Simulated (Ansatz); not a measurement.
# C₂H₆InO radical: how energies converge with the basis set

The task here is to estimate one member of a computed series from the others.

Computed with Ansatz 0.2.0, Gaussian basis. Level: one geometry, several basis sets.

Plan: PBE0-D4/def2-SVP; ωB97M-V/def2-SVP; PBE0-D4/def2-QZVPP; ωB97M-V/def2-QZVPP; the functionals' def2-TZVPP values are taken from earlier runs.

**Structure used throughout**

The geometry comes from an earlier relaxation with PBE0-D4 in a triple-zeta def2 set; it is a stationary point, not always the lowest conformer. In takes the def2 core potential; no spin-orbit term is included.

10 atoms, charge 0, spin multiplicity 2.

Atoms are counted from 1 here; the program's logs count them from 0.

Bond lengths: C1–C2 1.514 Å, C1–H5 1.093 Å, C1–H6 1.097 Å, C1–H7 1.092 Å, C2–In3 2.244 Å, C2–H8 1.090 Å, C2–H9 1.093 Å, In3–O4 2.019 Å, O4–H10 0.959 Å. Angles: C2–C1–H5 112.0°, C2–C1–H6 110.7°, C2–C1–H7 112.0°, H5–C1–H6 107.0°, H5–C1–H7 107.2°, H6–C1–H7 107.6°, C1–C2–In3 109.7°, C1–C2–H8 113.8°, C1–C2–H9 113.1°, In3–C2–H8 107.5°, In3–C2–H9 103.4°, H8–C2–H9 108.7°, C2–In3–O4 106.7°, In3–O4–H10 116.0°.

The first run:

File in.yaml:

```yaml
crystal:
  periodic: [false, false, false]
  atoms:
    - {symbol: C, position_ang: [-1.129268, 0.452562, -0.018925]}
    - {symbol: C, position_ang: [-0.417073, -0.549121, 0.865814]}
    - {symbol: In, position_ang: [1.519170, -1.160860, -0.089369]}
    - {symbol: O, position_ang: [2.131038, 0.401650, -1.212916]}
    - {symbol: H, position_ang: [-1.452156, 0.007665, -0.963119]}
    - {symbol: H, position_ang: [-2.027706, 0.838696, 0.478215]}
    - {symbol: H, position_ang: [-0.494422, 1.306049, -0.264613]}
    - {symbol: H, position_ang: [-0.990741, -1.456422, 1.054426]}
    - {symbol: H, position_ang: [-0.103619, -0.127026, 1.823854]}
    - {symbol: H, position_ang: [2.964786, 0.286807, -1.673367]}
basis:
  gaussian: {orbitals: def2-SVP}
magnetization: {spin_polarized: true, initial_magnetization: 1}
hamiltonian: {xc: pbe0, dispersion: d4}
output: {orbitals: {seedname: orbitals}}
```

Command:

```console
$ ansatz run in.yaml --threads 4 --pin off --events-out ev --progress --plain --max-ram 10444MiB
```

Steps of the session up to this table: PBE0-D4 in def2-SVP; ωB97M-V in def2-SVP; PBE0-D4 in def2-QZVPP; ωB97M-V in def2-QZVPP.

One of the session's tables, all rows but one given; the rest of the session is left out.

It belongs to the step «Functionals by basis». 

```
functional       basis  HOMO (eV)  LUMO (eV)
   PBE0-D4    def2-SVP      -5.36      -2.64
   PBE0-D4  def2-TZVPP          ?          ?
   PBE0-D4  def2-QZVPP      -5.50      -2.78
   ωB97M-V    def2-SVP      -7.34      -1.05
   ωB97M-V  def2-TZVPP      -7.45      -1.20
   ωB97M-V  def2-QZVPP      -7.48      -1.28
```

Estimate the missing values for PBE0-D4, def2-TZVPP.

The run gave: HOMO (eV): -5.46; LUMO (eV): -2.73. In the column «HOMO (eV)» it lies between PBE0-D4, def2-QZVPP (-5.50) and PBE0-D4, def2-SVP (-5.36).
